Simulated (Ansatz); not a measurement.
# C₂H₆AlNSe: a ladder of functionals and wavefunction methods

How much do the methods differ for C₂H₆AlNSe? The plan is to run it at one geometry with functionals of several rungs and with coupled cluster, and see how far each lands from CCSD(T) at the basis-set limit for the atomisation energy.

Program: Ansatz 0.2.0, Gaussian basis. Level of theory: functionals in def2-TZVPP, the program's frozen cores in correlated methods. These are calculated values, not measurements.

The runs, in order: PBE-D4, r2SCAN-D4, PBE0-D4, B3LYP-D4, ωB97X-V, ωB97M-V, B2PLYP; CCSD(T)/def2-TZVPP; MP2/def2-QZVPP; extrapolation to the limit.

### Step 1. The geometry

All runs share one geometry, relaxed beforehand with PBE0-D4 in a triple-zeta def2 set.

11 atoms, charge 0, spin multiplicity 1.

Atoms are counted from 1 here; the program's logs count them from 0.

Bond lengths: C1–N2 1.433 Å, C1–H6 1.094 Å, C1–H7 1.096 Å, C1–H8 1.092 Å, N2–C3 1.247 Å, C3–Se4 1.972 Å, C3–H9 1.088 Å, Se4–Al5 2.310 Å, Al5–H10 1.580 Å, Al5–H11 1.581 Å. Angles: N2–C1–H6 108.7°, N2–C1–H7 113.6°, N2–C1–H8 108.7°, H6–C1–H7 109.1°, H6–C1–H8 107.0°, H7–C1–H8 109.6°, C1–N2–C3 123.8°, N2–C3–Se4 129.0°, N2–C3–H9 119.8°, Se4–C3–H9 111.2°, C3–Se4–Al5 97.3°, Se4–Al5–H10 116.2°, Se4–Al5–H11 119.2°, H10–Al5–H11 124.6°.

### Step 2. PBE-D4 (GGA)

Input file in.yaml:

```yaml
crystal:
  periodic: [false, false, false]
  atoms:
    - {symbol: C, position_ang: [-1.099424, 0.043441, 1.244547]}
    - {symbol: N, position_ang: [-0.962931, 1.185599, 0.389444]}
    - {symbol: C, position_ang: [-0.605133, 1.119995, -0.802907]}
    - {symbol: Se, position_ang: [-0.170775, -0.472016, -1.881826]}
    - {symbol: Al, position_ang: [1.850284, -0.965946, -0.878168]}
    - {symbol: H, position_ang: [-0.281220, 0.049572, 1.970948]}
    - {symbol: H, position_ang: [-1.093954, -0.910913, 0.705642]}
    - {symbol: H, position_ang: [-2.028386, 0.138633, 1.810582]}
    - {symbol: H, position_ang: [-0.533276, 2.029656, -1.396040]}
    - {symbol: H, position_ang: [2.655480, -2.179841, -1.490465]}
    - {symbol: H, position_ang: [2.334735, -0.095079, 0.348841]}
basis:
  gaussian: {orbitals: def2-TZVPP}
hamiltonian: {xc: pbe, dispersion: d4}
output: {forces: true, orbitals: {seedname: orbitals}}
```

Run with:

```console
> ansatz run in.yaml --threads 4 --pin off --events-out ev --progress --plain --max-ram 10444MiB
```

Further steps of the session: r2SCAN-D4 (meta-GGA); PBE0-D4 (hybrid); B3LYP-D4 (hybrid); ωB97X-V (range-separated); ωB97M-V (range-separated); B2PLYP (double hybrid); CCSD(T) in def2-TZVPP; MP2 in def2-QZVPP.

Q: Predict the results of all the runs planned. Wanted: atomisation energy, CCSD(T)/CBS; farthest; mean size of error, hybrid; mean size of error, range-separated; gap, smallest and largest; T1 diagnostic; triples share of the correlation energy.

**Answer**, as computed:

| quantity | value |
| --- | --- |
| atomisation energy, CCSD(T)/CBS | 3787.8 kJ/mol |
| functionals within 37.9 kJ/mol (1.0 %) | r2SCAN-D4, PBE0-D4, B3LYP-D4, ωB97X-V, ωB97M-V |
| farthest | PBE-D4 (+94.4 kJ/mol) |
| mean size of error, hybrid | 7.8 kJ/mol |
| mean size of error, range-separated | 5.9 kJ/mol |
| gap, smallest and largest | 3.69 eV (PBE-D4), 9.68 eV (ωB97X-V) |
| T1 diagnostic | 0.0126 |
| triples share of the correlation energy | 4.2 % |

PBE-D4 misses by +94.4 kJ/mol. Double hybrids carry the basis error of their MP2 part in triple zeta, and no dispersion term here, so their miss is partly the set-up's. Misses under about 37.9 kJ/mol are within the doubt on the reference itself, which lacks core-valence correlation, relativity and higher excitations, and its outer-core shells are covered unevenly. All levels share the lack of spin-orbit coupling, which lowers the free heavy atoms and so the true binding. Hartree-Fock recovers 70 % of the binding; the rest is correlation. The gap grows from 3.7 to 9.7 eV across the functionals, mostly with the share of exact exchange. Correlated methods include outer-core shells of Se, which these sets cover unevenly.
